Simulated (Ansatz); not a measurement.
CsTlO2 and its elements: a formation energy from the elements, run with the Python package of Ansatz (0.2.0).

Script `run_formation.py`:
```python
# -*- coding: utf-8 -*-
"""Is CsTlO2 bound against its elements, after relaxing atoms and volume at fixed cell shape."""

from collections import Counter
import warnings

import ansatz as az
import numpy as np

PHASES = {
    "CsTlO2": (
        [(3.55718, 0.0, 0.0), (-1.77859, 3.08061, 0.0), (0.0, 0.0, 13.38652)],
        [
            ("Cs", (1 / 3, 2 / 3, 0.75)),
            ("Cs", (2 / 3, 1 / 3, 0.25)),
            ("Tl", (0.0, 0.0, 0.0)),
            ("Tl", (0.0, 0.0, 0.5)),
            ("O", (1 / 3, 2 / 3, 0.41406)),
            ("O", (1 / 3, 2 / 3, 0.08594)),
            ("O", (2 / 3, 1 / 3, 0.58594)),
            ("O", (2 / 3, 1 / 3, 0.91406)),
        ],
    ),
    "Cs": (
        [(-3.0335, 3.0335, 3.0335), (3.0335, -3.0335, 3.0335), (3.0335, 3.0335, -3.0335)],
        [
            ("Cs", (0.0, 0.0, 0.0)),
        ],
    ),
    "Tl": (
        [(3.456, 0.0, 0.0), (-1.728, 2.99298, 0.0), (0.0, 0.0, 5.525)],
        [
            ("Tl", (1 / 3, 2 / 3, 0.25)),
            ("Tl", (2 / 3, 1 / 3, 0.75)),
        ],
    ),
    "O2": (
        [(9.0, 0.0, 0.0), (0.0, 9.5, 0.0), (0.0, 0.0, 10.0)],
        [
            ("O", (0.5, 0.5, 0.4385)),
            ("O", (0.5, 0.5, 0.5615)),
        ],
    ),
}


def build(vectors, sites):
    crystal = az.Crystal(lattice=az.Lattice.of(vectors))
    for symbol, position in sites:
        crystal = crystal.atom(symbol, position)
    return crystal

POLARISED = {"O2"}

GASES = {"O2"}


def compute(name, crystal):
    calc = (
        crystal.calculation()
        .basis(550)
        .functional(az.Functional.PBESOL)
        .kpoints(spacing=0.27)
        .occupations("fermi_dirac", width=0.02)
        .stress()
    )
    if name in POLARISED:
        calc = calc.spin("collinear")
    if name in GASES:
        return calc.kpoints(1, 1, 1).relax(force_tolerance=0.01, max_steps=60).run(threads=1)
    calc = calc.relax(force_tolerance=0.01, max_steps=60, fix_cell=["shape"])
    return calc.run(threads=1)


def counts(outcome):
    return Counter(site.symbol for site in outcome.lattice.sites)

def formation_energy(outcome, mu):
    n = counts(outcome)
    return (outcome.report["energy_sigma0_ev"] - sum(k * mu[element] for element, k in n.items())) / sum(n.values())


def volume_per_atom(outcome):
    return abs(np.linalg.det(outcome.lattice.cell_ang)) / len(outcome.lattice.sites)

warnings.simplefilter("ignore", az.DeckWarning)

phases = {name: build(*cell) for name, cell in PHASES.items()}
phases["O2"] = phases["O2"].moments(O=1.0)

done = {}
for name, crystal in phases.items():
    done[name] = compute(name, crystal)
    print(f"{name}: {done[name].report['energy_sigma0_ev']:.4f} eV, {len(done[name].lattice.sites)} atoms")

# energy of one atom in its reference phase
references = {"Cs": "Cs", "Tl": "Tl", "O": "O2"}
mu = {element: done[name].report["energy_sigma0_ev"] / len(done[name].lattice.sites) for element, name in references.items()}

target = done["CsTlO2"]
heat = formation_energy(target, mu)
for element, value in mu.items():
    print(f"mu({element}) = {value:.4f} eV from {references[element]}, {volume_per_atom(done[references[element]]):.2f} A^3/atom")
print(f"formation energy of CsTlO2: {heat:.4f} eV/atom = {96.4853 * heat:.1f} kJ/mol of atoms")
# gas references are bare DFT energies, without zero-point or fitted corrections
```

Is CsTlO2 bound against its elements at this level, and by how much?

The formation energy is -1.010 eV an atom (-97.4 kJ per mole of atoms), so CsTlO2 lies below the reference phases.

The run itself:

Output of `python run_formation.py`:
```text
CsTlO2: -36004.1212 eV, 8 atoms
Cs: -5585.7765 eV, 1 atoms
Tl: -22591.3240 eV, 2 atoms
O2: -1116.5825 eV, 2 atoms
mu(Cs) = -5585.7765 eV from Cs, 111.66 A^3/atom
mu(Tl) = -11295.6620 eV from Tl, 28.77 A^3/atom
mu(O) = -558.2913 eV from O2, 427.50 A^3/atom
formation energy of CsTlO2: -1.0099 eV/atom = -97.4 kJ/mol of atoms
```

Notes:
- Total energies depend on the potentials; only differences at equal settings carry meaning.
- Other magnetic orders than the one started from may lie lower.
- For the metals among these phases the mesh is modest: differences between phases can be off by up to 40 meV an atom.
- The program warned that this SCF threshold is loose for forces or stresses.
- Atoms and volume are relaxed with the cell's shape held, which in cells of lower than cubic symmetry can hide stresses and shift volumes.
- Spin-orbit coupling, which matters for elements this heavy, is left out.
- The cells come from databases of deposited and of computed structures, and not all need be stable phases.
- The compound is the structure given, not necessarily its lowest; energies are at zero temperature, with no correction for gases. Magnetic phases start from parallel moments and may not end in their lowest magnetic state. A semilocal functional's error on such energies is often 0.05 to 0.1 eV an atom, and 0.1 to 0.3 eV against gases such as O2 or F2.
- The script silences the warnings on its input, which a real study should read.
- Hardware and time: 82 s on 1 thread of Arm Neoverse V2, on a shared host, peak memory 0.95 GiB.

(A comment or docstring line of the script was reworded after the run, the code is as it ran; lines on the test bed's own set-up are left out of the output.)
